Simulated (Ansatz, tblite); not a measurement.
**Cyclo-(F2GeSe)2 (Ge₂Se₂F₄): one state, many levels**

The task here is to estimate one member of a computed series from the others.

Method: as each input shows; program: Ansatz 0.2.0, Gaussian basis.

Plan: GFN1-xTB, GFN2-xTB, PBE-D4/def2-TZVP, r2SCAN-D4/def2-TZVP, B97M-V/def2-TZVP, BHLYP-D4/def2-TZVP, CAM-B3LYP-D4/def2-TZVP, PBE-D4/def2-SVP, PBE0-D4/def2-SVP, HF/6-31G, B3LYP-D4/6-31G, MP2/def2-TZVP, RPA/def2-TZVP.

5 further runs of the same task are left out: 3 that didn't finish, 2 set aside as unsound or not needed.

## The geometry

The geometry is that of the singlet, from an earlier relaxation (r2SCAN-D4/def2-SVP).

8 atoms, charge 0, spin multiplicity 1.

Bond lengths: Ge1–F2 1.725 Å, Ge1–F3 1.725 Å, Ge1–Se4 2.347 Å, Ge1–Se8 2.347 Å, Se4–Ge5 2.347 Å, Ge5–F6 1.725 Å, Ge5–F7 1.725 Å, Ge5–Se8 2.347 Å. Angles: F2–Ge1–F3 102.1°, F2–Ge1–Se4 113.2°, F2–Ge1–Se8 113.2°, F3–Ge1–Se4 113.2°, F3–Ge1–Se8 113.2°, Se4–Ge1–Se8 102.3°, Ge1–Se4–Ge5 77.7°, Se4–Ge5–F6 113.2°, Se4–Ge5–F7 113.2°, Se4–Ge5–Se8 102.3°, F6–Ge5–F7 102.1°, F6–Ge5–Se8 113.2°, F7–Ge5–Se8 113.2°, Ge1–Se8–Ge5 77.7°.

PBE0-D4/def2-TZVP was run before; its log isn't repeated, and its numbers join the tables.

The first run:

Tight binding, by tblite at 300 K electronic temperature and without a spin-polarisation term:

```python
tblite.interface.Calculator('GFN1-xTB', numbers, positions, charge=0, uhf=0).singlepoint()
```

Tight binding, by tblite at 300 K electronic temperature and without a spin-polarisation term:

```python
tblite.interface.Calculator('GFN2-xTB', numbers, positions, charge=0, uhf=0).singlepoint()
```

start.molden holds the orbitals of an earlier run on this state, given as this run's starting guess.

in.yaml reads:

```yaml
crystal:
  periodic: [false, false, false]
  atoms:
    - {symbol: Ge, position_ang: [-0.462350, -1.343099, 0.386624]}
    - {symbol: F, position_ang: [0.028839, -2.319163, 1.721228]}
    - {symbol: F, position_ang: [-1.637138, -2.345566, -0.381542]}
    - {symbol: Se, position_ang: [-1.310310, 0.748183, 1.032144]}
    - {symbol: Ge, position_ang: [0.462723, 1.343103, -0.386158]}
    - {symbol: F, position_ang: [-0.032029, 2.315121, -1.722402]}
    - {symbol: F, position_ang: [1.636665, 2.349542, 0.378089]}
    - {symbol: Se, position_ang: [1.313600, -0.748120, -1.027984]}
basis:
  gaussian: {orbitals: def2-TZVP, initial_orbitals: start.molden}
hamiltonian: {xc: pbe, dispersion: d4}
scf: {omitted_lower_state_checks: [starts]}
output: {orbitals: {seedname: orbitals}}
```

On the command line:

```sh
$ ansatz run in.yaml --threads 4 --pin off --events-out ev --progress --plain --max-ram 4787MiB
```

Among the steps run: PBE-D4/def2-TZVP; r2SCAN-D4/def2-TZVP; B97M-V/def2-TZVP; BHLYP-D4/def2-TZVP; CAM-B3LYP-D4/def2-TZVP; PBE-D4/def2-SVP; PBE0-D4/def2-SVP; HF/6-31G; B3LYP-D4/6-31G; MP2/def2-TZVP; RPA/def2-TZVP.

One of the session's tables, all rows but one given; the rest of the session is left out.

It belongs to the step «Binding energy». 

```
                 level  binding an atom (eV)
              HF/6-31G                 1.786
          HF/def2-TZVP                 2.376
       PBE-D4/def2-SVP                 3.850
      PBE-D4/def2-TZVP                     ?
   r2SCAN-D4/def2-TZVP                 3.743
      B97M-V/def2-TZVP                 3.715
        B3LYP-D4/6-31G                 3.256
      PBE0-D4/def2-SVP                 3.644
     PBE0-D4/def2-TZVP                 3.663
    BHLYP-D4/def2-TZVP                 3.416
CAM-B3LYP-D4/def2-TZVP                 3.638
         RPA/def2-TZVP                 3.290
         MP2/def2-TZVP                 3.831
```

Estimate the missing values for PBE-D4/def2-TZVP.

**Answer.** binding an atom (eV): 3.827. In the column «binding an atom (eV)» it lies between r2SCAN-D4/def2-TZVP (3.743) and MP2/def2-TZVP (3.831).

Limits of these values: Free atoms were run apart at each level; binding is atoms less cluster, divided by the number of atoms, without zero-point or spin-orbit terms.
